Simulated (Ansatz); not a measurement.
# ScAs5: the cost of one run

Computed with Ansatz 0.2.0 (DFT PBE, scalar-relativistic, plane waves, PAW, unless a step's input says otherwise).

1 further run of the same task is left out (it didn't finish).

## Step 1: Starting point

Symmetry: F-43m, No. 216, cubic system. The conventional cell has a = 8.121 Å, b = 8.121 Å, c = 8.121 Å, α = 90.00°, β = 90.00°, γ = 90.00°. Sc (site symmetry -43m) is surrounded by 16 As at 3.37 to 3.52 Å. As (site symmetry 3m) has 9 As at 2.87 to 3.37 Å and 3 Sc at 3.37 Å as nearest neighbours. As (site symmetry -43m) has 12 As at 3.37 Å and 4 Sc at 3.52 Å as nearest neighbours.

Coordinates:

```cif
data_structure
_symmetry_space_group_name_H-M 'F-43m'
_symmetry_Int_Tables_number 216
_cell_length_a 8.1205
_cell_length_b 8.1205
_cell_length_c 8.1205
_cell_angle_alpha 90.000
_cell_angle_beta 90.000
_cell_angle_gamma 90.000
_cell_volume 535.49
loop_
_atom_site_label
_atom_site_type_symbol
_atom_site_symmetry_multiplicity
_atom_site_Wyckoff_symbol
_atom_site_fract_x
_atom_site_fract_y
_atom_site_fract_z
_atom_site_occupancy
Sc1 Sc 4 a 0.00000 0.00000 0.00000 1
As1 As 16 e 0.62500 0.12500 0.12500 1
As2 As 4 c 0.25000 0.25000 0.25000 1
```

Recipe of the guess: species swapped into a database cell of ErCu5 (F-43m, No. 216), with Sc on the Er sites and As on the Cu sites. Its size is a rough estimate.

## Step 2: Probe: one point on a coarse mesh

Contents of input.yaml:

```yaml
crystal:
  lattice:
    - [0.0, 4.06025163, 4.06025163]
    - [4.06025163, 0.0, 4.06025163]
    - [4.06025163, 4.06025163, 0.0]
  atoms:
    - { symbol: Sc, position: [0.0, 0.0, 0.0] }
    - { symbol: As, position: [0.375, 0.375, 0.875] }
    - { symbol: As, position: [0.375, 0.875, 0.375] }
    - { symbol: As, position: [0.875, 0.375, 0.375] }
    - { symbol: As, position: [0.375, 0.375, 0.375] }
    - { symbol: As, position: [0.75, 0.75, 0.75] }
basis:
  ecutwfc: 420
kpoints:
  mp_grid: { grid: [4, 4, 4] }
hamiltonian:
  xc: pbe
scf:
  occupations: { method: gaussian, width: 0.1 }
  lower_state_search: "off"
output:
  forces: true
  stress: true
  eigenvalues: true
```

Command:

```console
> ansatz run input.yaml --threads 1 --pin off --max-ram 2560MiB --backend cpu --events-out ev --progress --plain --runs-dir out
```

Q: Estimate wall time and peak memory on 1 thread of Arm Neoverse V1, shared host.

About 4.5 s, with a peak of 0.35 GiB.
